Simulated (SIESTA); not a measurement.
# PdPt3 under changes of volume

One of the cells (15.531 Å³/atom); the others are scaled copies at fixed shape and fractional positions:

```
CELL_PARAMETERS angstrom
-1.98500 1.98500 3.94167
1.98500 -1.98500 3.94167
1.98500 1.98500 -3.94167
ATOMIC_POSITIONS crystal
Pt 0.50000 0.50000 0.00000
Pt 0.25000 0.75000 0.50000
Pt 0.75000 0.25000 0.50000
Pd 0.00000 0.00000 0.00000
```

The cell comes from a database or a generator and needn't be the stable form of this composition.

```yaml
Program: SIESTA 5.4.2
Functional: PBEsol
Potentials_or_basis: PseudoDojo 0.4 standard (PBEsol files)
Basis: DZP (energy shift 0.003 Ry; two zetas on semicore shells)
Grid_cutoff: 800 Ry
Energy_shift: 0.003 Ry
k_mesh: 10 × 10 × 10
Occupations: fermi-dirac, width 0.05 eV
Spin: no spin polarisation
```

```csv
volume (Å³/atom),energy over the lowest point (meV/atom),pressure (GPa)
14.313,29.28,15.0
14.617,8.09,7.7
14.922,0.00,1.4
15.531,14.88,-8.6
15.836,35.74,-12.9
16.140,?,?
```

What does the run at 16.140 Å³/atom give?

Energy over the lowest point 64.08 meV/atom; pressure -16.5 GPa.

Worked out: A Birch-Murnaghan fit of order 3 (a polynomial in V^(-2/3)) to the other rows has its minimum at 14.99 Å³/atom with B0 = V·E''(V) = 277 GPa and B' = 5.9 at fixed shape and positions, which overstates the stiffness. It gives 63.63 meV/atom at 16.140 Å³/atom, against the run's 64.08, and -dE/dV = -16.4 GPa, against -16.5.

Energies are extrapolated to zero smearing.

Caveats: short orbitals over semicore shells can move pressures by several GPa; the basis of atomic orbitals isn't converged, which shifts pressures, moduli and gaps.
